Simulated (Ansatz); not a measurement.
Runs of Ansatz 0.2.0 on LiBi2I2O2. The structure is tetragonal, space group P-4m2 (No. 115). The conventional cell has a = 4.233 Å, b = 4.233 Å, c = 10.000 Å, α = 90.00°, β = 90.00°, γ = 90.00°. Bi (site symmetry 2mm) has 4 O at 2.38 Å as nearest neighbours. I (site symmetry 2mm) is surrounded by 2 Li at 2.76 Å. O (site symmetry -4m2) has 4 Bi at 2.38 Å as nearest neighbours. Around O (site symmetry -4m2) lie 4 Bi at 2.38 Å. Li (site symmetry -4m2) is surrounded by 4 I at 2.76 Å. The cell comes from a database or a generator and needn't be the stable form of this composition.

| task | level | points for each segment of the path | gap on the mesh (eV) | pressure (GPa) | largest force (eV/Å) |
| --- | --- | --- | --- | --- | --- |
| single point | PBEsol+D3(BJ) | - | none | -3.9 | (a) |
| band structure | PBE | 10 | none | 0.2 | 0.05 |
| single point | PBE+D3(BJ) | - | none | -1.5 | 0.05 |
| single point | RPBE | - | none | 2.0 | (b) |

Alike in all rows: potentials or basis Ansatz PAW; no spin polarisation; cell as given; k mesh 6 × 6 × 3; cutoff (eV) 420; smearing gaussian 0.05 eV.

Q: Fill in the values left out.

A: (a) 0.20; (b) 0.17.

Caveats: spin-orbit coupling is left out, which moves the levels of the heavy elements; an odd number of electrons without spin polarisation forces a metal; a magnetic or distorted state may lie lower; pairwise dispersion overbinds metals, which lowers pressure and volume (some runs); the PAW data sets come from PBE, with cores solved anew for the run's functional, which leaves a small shift of forces and pressure (some runs); the potentials were made for another functional, which shifts forces and pressure (some runs).

A k mesh can miss the band edges, and the runs leave out spin-orbit coupling on Bi, I.

A gap of «none» marks a metal or a gap under the smearing width.

Not every run made on this cell is shown here.
